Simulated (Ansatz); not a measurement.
# Si3BH9: a ladder of functionals and wavefunction methods

How much do the methods differ for Si3BH9? The plan is to run it at one geometry with functionals of several rungs and with coupled cluster, and see how far each lands from CCSD(T) at the basis-set limit for the atomisation energy.

Program: Ansatz 0.2.0, Gaussian basis. Level of theory: functionals in def2-TZVPP, the program's frozen cores in correlated methods. These are calculated values, not measurements.

Plan: LDA (SPW92), PBE-D4, revPBE-D4, BLYP-D4, r2SCAN-D4, B97M-V, PBE0-D4, B3LYP-D4, r2SCANh-D4, r2SCAN0-D4, HSE06-D4, BHLYP-D4, CAM-B3LYP-D4, LC-ωPBE, ωB97X-V, ωB97M-V, B2PLYP, PBE-QIDH; CCSD(T)/def2-SVP; CCSD(T)/def2-TZVPP; MP2/def2-QZVPP; extrapolation to the limit; RPA on PBE.

### 1 The geometry

The geometry comes from an earlier relaxation with PBE0-D4 in a triple-zeta def2 set; it is a stationary point, not always the lowest conformer.

SMILES `B[SiH]([SiH3])[SiH3]`, 13 atoms, charge 0, spin multiplicity 1.

Atoms are counted from 1 here; the program's logs count them from 0.

Bond lengths: B1–Si2 1.989 Å, B1–H5 1.197 Å, B1–H6 1.195 Å, Si2–Si3 2.345 Å, Si2–Si4 2.345 Å, Si2–H7 1.491 Å, Si3–H8 1.487 Å, Si3–H9 1.488 Å, Si3–H10 1.488 Å, Si4–H11 1.488 Å, Si4–H12 1.488 Å, Si4–H13 1.487 Å. Angles: Si2–B1–H5 118.6°, Si2–B1–H6 123.3°, H5–B1–H6 118.1°, B1–Si2–Si3 108.5°, B1–Si2–Si4 108.4°, B1–Si2–H7 115.8°, Si3–Si2–Si4 104.6°, Si3–Si2–H7 109.5°, Si4–Si2–H7 109.5°, Si2–Si3–H8 109.1°, Si2–Si3–H9 111.6°, Si2–Si3–H10 110.1°, H8–Si3–H9 108.7°, H8–Si3–H10 108.9°, H9–Si3–H10 108.5°, Si2–Si4–H11 111.6°, Si2–Si4–H12 110.0°, Si2–Si4–H13 109.1° and more.

### 2 LDA

This LDA is Slater exchange with PW92 correlation.

File in.yaml:

```yaml
crystal:
  periodic: [false, false, false]
  atoms:
    - {symbol: B, position_ang: [-0.295504, 1.876568, -1.032699]}
    - {symbol: Si, position_ang: [0.433114, 0.065839, -0.650436]}
    - {symbol: Si, position_ang: [1.388364, 0.083356, 1.491183]}
    - {symbol: Si, position_ang: [-1.361318, -1.435039, -0.485128]}
    - {symbol: H, position_ang: [-1.095611, 2.344089, -0.275724]}
    - {symbol: H, position_ang: [0.024920, 2.525626, -1.983316]}
    - {symbol: H, position_ang: [1.426614, -0.453675, -1.633842]}
    - {symbol: H, position_ang: [0.356174, 0.493674, 2.480488]}
    - {symbol: H, position_ang: [2.531024, 1.032647, 1.573620]}
    - {symbol: H, position_ang: [1.878011, -1.276811, 1.843251]}
    - {symbol: H, position_ang: [-2.122168, -1.522356, -1.760760]}
    - {symbol: H, position_ang: [-0.860249, -2.792914, -0.140186]}
    - {symbol: H, position_ang: [-2.282871, -0.975605, 0.588249]}
basis:
  gaussian: {orbitals: def2-TZVPP}
hamiltonian: {xc: lda}
output: {orbitals: {seedname: orbitals}}
```

Run with:

```console
> ansatz run in.yaml --threads 4 --pin off --events-out ev --progress --plain --max-ram 10444MiB
```

After this run come: PBE-D4 (GGA); revPBE-D4 (GGA); BLYP-D4 (GGA); r2SCAN-D4 (meta-GGA); B97M-V (meta-GGA); B3LYP-D4 (hybrid); r2SCANh-D4 (hybrid); r2SCAN0-D4 (hybrid); HSE06-D4 (hybrid); BHLYP-D4 (hybrid); CAM-B3LYP-D4 (range-separated); LC-ωPBE (range-separated); ωB97X-V (range-separated); ωB97M-V (range-separated); B2PLYP (double hybrid); PBE-QIDH (double hybrid); CCSD(T) in def2-SVP; CCSD(T) in def2-TZVPP; MP2 in def2-QZVPP; RPA on PBE orbitals.

**Question.** What will the summary of the whole plan be? Wanted: atomisation energy, CCSD(T)/CBS; farthest beyond LDA; mean size of error, GGA; mean size of error, meta-GGA; mean size of error, hybrid; mean size of error, range-separated; mean size of error, double hybrid; gap, smallest and largest; T1 diagnostic.

The runs gave:

| quantity | value |
| --- | --- |
| atomisation energy, CCSD(T)/CBS | 915.3 kcal/mol |
| functionals within 4.6 kcal/mol (0.5 %) | r2SCAN-D4, B3LYP-D4, r2SCANh-D4, r2SCAN0-D4, BHLYP-D4, CAM-B3LYP-D4, ωB97M-V |
| farthest beyond LDA | revPBE-D4 (-18.0 kcal/mol) |
| mean size of error, GGA | 12.0 kcal/mol |
| mean size of error, meta-GGA | 7.2 kcal/mol |
| mean size of error, hybrid | 3.4 kcal/mol |
| mean size of error, range-separated | 6.4 kcal/mol |
| mean size of error, double hybrid | 11.0 kcal/mol |
| gap, smallest and largest | 3.26 eV (LDA (SPW92)), 10.20 eV (LC-ωPBE) |
| T1 diagnostic | 0.0146 |
| triples share of the correlation energy | 3.5 % |

LDA overbinds by 88.7 kcal/mol (10 %). PBE-D4 misses by -7.7 kcal/mol. Double hybrids carry the basis error of their MP2 part in triple zeta, and no dispersion term here, so their miss is partly the set-up's. Taken by rung, hybrid functionals do best (3.4 kcal/mol on average) and GGA ones worst beyond LDA (12.0 kcal/mol). double hybrid functionals lie within the reference's doubt of that worst mean (11.0 kcal/mol), so those two tie. The reference freezes the cores and leaves out relativity and excitations past (T), so misses under about 4.6 kcal/mol can't be ranked. Hartree-Fock recovers 78 % of the binding; the rest is correlation. CCSD(T) in def2-SVP is off by -55.0 kcal/mol, so the small basis spoils what the method gains. Orbital gaps span 3.3 to 10.2 eV; exact exchange widens them.
